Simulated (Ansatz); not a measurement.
# GeF (doublet): wave-function methods side by side, cc-pVDZ

How much of the correlation energy of GeF (doublet) does each wave-function method recover here?

Computed with Ansatz 0.2.0, Gaussian basis. Level: cc-pVDZ, core rule «outside noble gas», up to 15 orbitals frozen.

To be run: UHF; CCSD(T) on ROHF; CCSD(T) on UHF; BCCD(T) on ROHF; CISD; CCSDT(Q) on ROHF; CCSDT(Q) on UHF.

19 further runs of the same task are left out: 6 for a known fault of the program, 7 that didn't finish, 6 set aside as unsound or not needed.

### Step 1. What is computed

The geometry is a PBE0/def2-TZVP stationary point (not a proven minimum) of the parent state, kept for this charge and spin. No spin-orbit coupling is included. The filled d shell of Ge may be among the frozen orbitals whatever the setting's name suggests; the logs give the count.

2 atoms, charge 0, spin multiplicity 2.

Atoms are counted from 1 here; the program's logs count them from 0.

Bond lengths: Ge1–F2 1.762 Å.

In the tables R marks a restricted open-shell determinant and U an unrestricted one; energies count from the table's Hartree-Fock row.

### Step 2. UHF

in.yaml reads:

```yaml
crystal:
  periodic: [false, false, false]
  atoms:
    - {symbol: Ge, position_ang: [0.000000, 0.000000, 0.000000]}
    - {symbol: F, position_ang: [0.000000, 0.000000, 1.762500]}
basis:
  gaussian: {orbitals: cc-pVDZ}
magnetization: {spin_polarized: true, initial_magnetization: 1}
hamiltonian: {xc: hf}
output: {orbitals: {seedname: orbitals}}
```

Launch:

```bash
$ ansatz run in.yaml --threads 1 --pin off --events-out ev --progress --plain --max-ram 2393MiB
```

The program printed:

```text
Functional definition: HF
  name "HF"
  cite "Fock, Z. Phys. 61, 126 (1930) doi:10.1007/BF01340294"
  parent pbe
  exchange = exact_x
  correlation = 0
460 factors; integrals over basis functions are off by at most 9.2e-4 eV
mean field evaluation 1: about -59177.1824 eV, gradient 1.9e1 eV
mean field evaluation 2: about -59177.1863 eV, gradient 1.9e1 eV
mean field evaluation 4: about -59178.7124 eV, gradient 1.3e0 eV
mean field evaluation 8: about -59178.7409 eV, gradient 1.4e-3 eV
mean field evaluation 16: about -59178.7409 eV, gradient 1.5e-5 eV
mean field -59178.74087588 eV, -2174.7786143972 hartree, gradient 1.5e-5 eV, S^2 0.763569; 0 other end points of the search recorded, 0 dependent functions left out
reference -59178.74087588 eV, -2174.7786143972 hartree; 21, 20 occupied and 20, 21 virtual orbitals, 460 factors
Total energy: -59178.74087588 eV, -2174.7786143972 hartree
```

Wall time 0.87 s (1 thread of Arm Neoverse V2, shared host).

From the report: ⟨S²⟩ of the determinant 0.764 (pure doublet: 0.75).

### Step 3. CCSD(T) on ROHF

in.yaml reads:

```yaml
crystal:
  periodic: [false, false, false]
  atoms:
    - {symbol: Ge, position_ang: [0.000000, 0.000000, 0.000000]}
    - {symbol: F, position_ang: [0.000000, 0.000000, 1.762500]}
basis:
  gaussian: {orbitals: cc-pVDZ}
magnetization: {spin_polarized: false, initial_magnetization: 1}
correlation: {method: ccsd_t, electrons: outside_noble_gas}
output: {forces: true}
```

Launched as before.

The program printed (excerpt; [...] marks lines left out):

```text
Functional definition: HF
  name "HF"
  cite "Fock, Z. Phys. 61, 126 (1930) doi:10.1007/BF01340294"
  parent pbe
[...]
460 factors; integrals over basis functions are off by at most 9.2e-4 eV
[...]
mean field -59178.63959088 eV, -2174.7748922424 hartree, gradient 2.2e-6 eV, S^2 0.750000; 2 other end points of the search recorded, 0 dependent functions left out
15 core orbitals not correlated: weight in the atoms' cores, before any rotation towards them, 0.961 or more for the frozen orbitals, at most 0.044 for the correlated occupied ones
reference -59178.63959088 eV, -2174.7748922424 hartree; 6, 5 occupied and 20, 21 virtual orbitals, 460 factors
second order -6.73424570 eV of doubles, -0.05673430 eV of singles
cycle   1  -6.85053832 eV  change   -5.8e-2 eV  update   9.1e-2
[...]
cycle  13  -7.14549542 eV  change    5.9e-7 eV  update   6.8e-7
perturbative correction -0.14681369 eV, -0.0053953034 hartree
[...]
Total energy: -59185.93189999 eV, -2175.0428796593 hartree
Atom 0 at     0.000000     0.000000     0.000000 Å, force    -0.000000    -0.000000    -0.461862 eV/Å
Atom 1 at     0.000000     0.000000     1.762500 Å, force    -0.000000     0.000000     0.461862 eV/Å
Dipole moment:     0.000000     0.000000    -0.382049 e Å
```

Run time: 1.7 s. Hardware: 1 thread of Arm Neoverse V2, shared host.

From the report: correlation -7.2923 eV; T1 0.023; largest double amplitude 0.08.

### Step 4. CCSD(T) on UHF

in.yaml: that of step 3 with these lines changed.

```diff
@@ -7,3 +7,3 @@
   gaussian: {orbitals: cc-pVDZ}
-magnetization: {spin_polarized: false, initial_magnetization: 1}
+magnetization: {spin_polarized: true, initial_magnetization: 1}
 correlation: {method: ccsd_t, electrons: outside_noble_gas}
```

Same command.

The program printed (excerpt; [...] marks lines left out):

```text
Functional definition: HF
  name "HF"
  cite "Fock, Z. Phys. 61, 126 (1930) doi:10.1007/BF01340294"
  parent pbe
[...]
460 factors; integrals over basis functions are off by at most 9.2e-4 eV
[...]
mean field -59178.74087588 eV, -2174.7786143972 hartree, gradient 2.9e-6 eV, S^2 0.763569; 2 other end points of the search recorded, 0 dependent functions left out
15 core orbitals not correlated: weight in the atoms' cores, before any rotation towards them, 0.960 or more for the frozen orbitals, at most 0.045 for the correlated occupied ones
reference -59178.74087588 eV, -2174.7786143972 hartree; 6, 5 occupied and 20, 21 virtual orbitals, 460 factors
second order -6.68511690 eV of doubles, -0.00000000 eV of singles
cycle   1  -6.73901857 eV  change   -5.4e-2 eV  update   9.1e-2
[...]
cycle  13  -7.04885632 eV  change    5.1e-7 eV  update   7.4e-7
perturbative correction -0.14487699 eV, -0.0053241312 hartree
[...]
Total energy: -59185.93460919 eV, -2175.0429792202 hartree
Atom 0 at     0.000000     0.000000     0.000000 Å, force     0.000000     0.000000    -0.462101 eV/Å
Atom 1 at     0.000000     0.000000     1.762500 Å, force     0.000000     0.000000     0.462101 eV/Å
Dipole moment:     0.000000    -0.000000    -0.382212 e Å
```

It took 1.8 s on 1 thread of Arm Neoverse V2, shared host.

From the report: ⟨S²⟩ of the determinant 0.764 (pure doublet: 0.75); correlation -7.1937 eV; T1 0.021; largest double amplitude 0.08.

### Step 5. BCCD(T) on ROHF

in.yaml reads:

```yaml
crystal:
  periodic: [false, false, false]
  atoms:
    - {symbol: Ge, position_ang: [0.000000, 0.000000, 0.000000]}
    - {symbol: F, position_ang: [0.000000, 0.000000, 1.762500]}
basis:
  gaussian: {orbitals: cc-pVDZ}
magnetization: {spin_polarized: false, initial_magnetization: 1}
correlation: {method: bccd_t, electrons: outside_noble_gas}
```

The command is unchanged.

The program printed (excerpt; [...] marks lines left out):

```text
Functional definition: HF
  name "HF"
  cite "Fock, Z. Phys. 61, 126 (1930) doi:10.1007/BF01340294"
  parent pbe
[...]
460 factors; integrals over basis functions are off by at most 9.2e-4 eV
[...]
mean field -59178.63959088 eV, -2174.7748922424 hartree, gradient 2.2e-6 eV, S^2 0.750000; 2 other end points of the search recorded, 0 dependent functions left out
15 core orbitals not correlated: weight in the atoms' cores, before any rotation towards them, 0.961 or more for the frozen orbitals, at most 0.044 for the correlated occupied ones
reference -59178.63959088 eV, -2174.7748922424 hartree; 6, 5 occupied and 20, 21 virtual orbitals, 460 factors
second order -6.73424570 eV of doubles, -0.05673430 eV of singles
cycle   1  -6.84085209 eV  change   -4.9e-2 eV  update   9.1e-2
[...]
cycle  10  -7.11736207 eV  change   -5.1e-6 eV  update   1.0e-5
perturbative correction -0.18034232 eV, -0.0066274579 hartree
Total energy: -59185.93729527 eV, -2175.0430779321 hartree
```

Wall time 1.1 s (1 thread of Arm Neoverse V2, shared host).

From the report: correlation -7.2977 eV; largest double amplitude 0.09.

### Step 6. CISD

in.yaml: that of step 5 with these lines changed.

```diff
@@ -8,2 +8,2 @@
 magnetization: {spin_polarized: false, initial_magnetization: 1}
-correlation: {method: bccd_t, electrons: outside_noble_gas}
+correlation: {active_space: {ras: {orbitals: [5, 1, 20], electrons: 11, max_holes: 2, max_particles: 2}, fixed_orbitals: true}}
```

The command is unchanged.

The program printed:

```text
Functional definition: HF
  name "HF"
  cite "Fock, Z. Phys. 61, 126 (1930) doi:10.1007/BF01340294"
  parent pbe
  exchange = exact_x
  correlation = 0
460 factors; integrals over basis functions are off by at most 9.2e-4 eV
mean field evaluation 1: about -59177.1209 eV, gradient 2.7e1 eV
mean field evaluation 2: about -59177.1247 eV, gradient 2.7e1 eV
mean field evaluation 4: about -59178.6297 eV, gradient 1.1e0 eV
mean field evaluation 8: about -59178.6396 eV, gradient 1.2e-4 eV
mean field evaluation 16: about -59178.6396 eV, gradient 6.2e-4 eV
mean field -59178.63959088 eV, -2174.7748922424 hartree, gradient 2.2e-6 eV, S^2 0.750000; 2 other end points of the search recorded, 0 dependent functions left out
reference -59178.63959088 eV, -2174.7748922424 hartree; 21, 20 occupied and 20, 21 virtual orbitals, 460 factors
state -59185.26110157 eV, -2175.0182282717 hartree
Total energy: -59185.26110157 eV, -2175.0182282717 hartree
```

Wall time 1.3 s (1 thread of Arm Neoverse V2, shared host).

From the report: 7,006 determinants.

### Step 7. CCSDT(Q) on ROHF

in.yaml: that of step 6 with these lines changed.

```diff
@@ -8,2 +8,2 @@
 magnetization: {spin_polarized: false, initial_magnetization: 1}
-correlation: {active_space: {ras: {orbitals: [5, 1, 20], electrons: 11, max_holes: 2, max_particles: 2}, fixed_orbitals: true}}
+correlation: {method: ccsdt_q, electrons: outside_noble_gas}
```

The command is unchanged.

The program printed (excerpt; [...] marks lines left out):

```text
Functional definition: HF
  name "HF"
  cite "Fock, Z. Phys. 61, 126 (1930) doi:10.1007/BF01340294"
  parent pbe
[...]
747 factors; integrals over basis functions are off by at most 1.1e-7 eV
[...]
mean field -59178.63980233 eV, -2174.7749000129 hartree, gradient 6.1e-6 eV, S^2 0.750000; 2 other end points of the search recorded, 0 dependent functions left out
15 core orbitals not correlated: weight in the atoms' cores, before any rotation towards them, 0.961 or more for the frozen orbitals, at most 0.044 for the correlated occupied ones
reference -59178.63980233 eV, -2174.7749000129 hartree; 6, 5 occupied and 20, 21 virtual orbitals, 747 factors
second order -6.73426084 eV of doubles, -0.05673506 eV of singles
cycle   1  -6.85054993 eV  change   -5.8e-2 eV  update   9.8e-2
[...]
cycle  17  -7.30628547 eV  change   -6.8e-7 eV  update   1.1e-6
perturbative correction -0.01373942 eV, -0.0005049144 hartree
Total energy: -59185.95982722 eV, -2175.0439059658 hartree
```

Run time: 7 s. Hardware: 1 thread of Arm Neoverse V2, shared host.

From the report: correlation -7.3200 eV; T1 0.023; largest double amplitude 0.09.

### Step 8. CCSDT(Q) on UHF

in.yaml: that of step 7 with these lines changed.

```diff
@@ -7,3 +7,3 @@
   gaussian: {orbitals: cc-pVDZ}
-magnetization: {spin_polarized: false, initial_magnetization: 1}
+magnetization: {spin_polarized: true, initial_magnetization: 1}
 correlation: {method: ccsdt_q, electrons: outside_noble_gas}
```

The command is unchanged.

The program printed (excerpt; [...] marks lines left out):

```text
Functional definition: HF
  name "HF"
  cite "Fock, Z. Phys. 61, 126 (1930) doi:10.1007/BF01340294"
  parent pbe
[...]
747 factors; integrals over basis functions are off by at most 1.1e-7 eV
[...]
mean field -59178.74108941 eV, -2174.7786222444 hartree, gradient 2.6e-6 eV, S^2 0.763570; 2 other end points of the search recorded, 0 dependent functions left out
15 core orbitals not correlated: weight in the atoms' cores, before any rotation towards them, 0.960 or more for the frozen orbitals, at most 0.045 for the correlated occupied ones
reference -59178.74108941 eV, -2174.7786222444 hartree; 6, 5 occupied and 20, 21 virtual orbitals, 747 factors
second order -6.68513022 eV of doubles, -0.00000000 eV of singles
cycle   1  -6.73902742 eV  change   -5.4e-2 eV  update   9.8e-2
[...]
cycle  17  -7.20789499 eV  change   -5.0e-7 eV  update   1.2e-6
perturbative correction -0.01854001 eV, -0.0006813329 hartree
Total energy: -59185.96752442 eV, -2175.0441888326 hartree
```

Run time: 6.5 s. Hardware: 1 thread of Arm Neoverse V2, shared host.

From the report: ⟨S²⟩ of the determinant 0.764 (pure doublet: 0.75); correlation -7.2264 eV; T1 0.021; largest double amplitude 0.09.

### Step 9. Misses and costs

The yardstick is UCCSDT(Q), where the cluster series has nearly closed. Rows without a time come out of other runs: HF, MP2 and CCSD of CCSD(T), CCSDT of CCSDT(Q). The times of RCCSD(T), UCCSD(T) include forces.

Differences are taken before rounding.

```tsv
method	energy from the lowest RHF (kJ/mol)	from UCCSDT(Q) (kJ/mol)	time
RHF	0.0	+707.0	
UHF	-9.8	+697.3	
RMP2	-655.2	+51.8	
UMP2	-654.8	+52.2	
RCCSD	-689.4	+17.6	
UCCSD	-689.9	+17.2	
RCCSD(T)	-703.6	+3.4	1.7 s
UCCSD(T)	-703.9	+3.2	1.8 s
BCCD(T)	-704.1	+2.9	1.1 s
RCCSDT	-705.0	+2.1	
UCCSDT	-705.2	+1.8	
RCCSDT(Q)	-706.3	+0.7	7 s
UCCSDT(Q)	-707.0	0	6.5 s
```

Among the levels timed on like hardware and quicker than the yardstick, those that no quicker one beats, quickest first: BCCD(T) (1.1 s, +2.9 kJ/mol).

Not comparable, so not listed: CISD (they don't share determinant, frozen orbitals or solution with the rows shown, or repeat one).

### Step 10. Results

```
                         quantity                                                   value
   UCCSDT(Q) below the RHF energy                                              -7.3279 eV
              RMP2 from UCCSDT(Q)                                            +51.8 kJ/mol
              UMP2 from UCCSDT(Q)                                            +52.2 kJ/mol
             RCCSD from UCCSDT(Q)                                            +17.6 kJ/mol
          RCCSD(T) from UCCSDT(Q)                                             +3.4 kJ/mol
          UCCSD(T) from UCCSDT(Q)                                             +3.2 kJ/mol
         RCCSDT(Q) from UCCSDT(Q)                                             +0.7 kJ/mol
levels within 1 kcal/mol (43 meV)  RCCSD(T), UCCSD(T), BCCD(T), RCCSDT, UCCSDT, RCCSDT(Q)
                    T1 diagnostic                                                   0.023
```

RCCSD(T) misses by +3.4 kJ/mol, 0.5 % of the correlation energy. These misses are within one basis, not against nature; the frozen cores of restricted and unrestricted runs differ, which can shift their rows.

BCCD(T) reaches 2.9 kJ/mol from the reference in 1.1 s, where UCCSDT(Q) took 6.5 s.
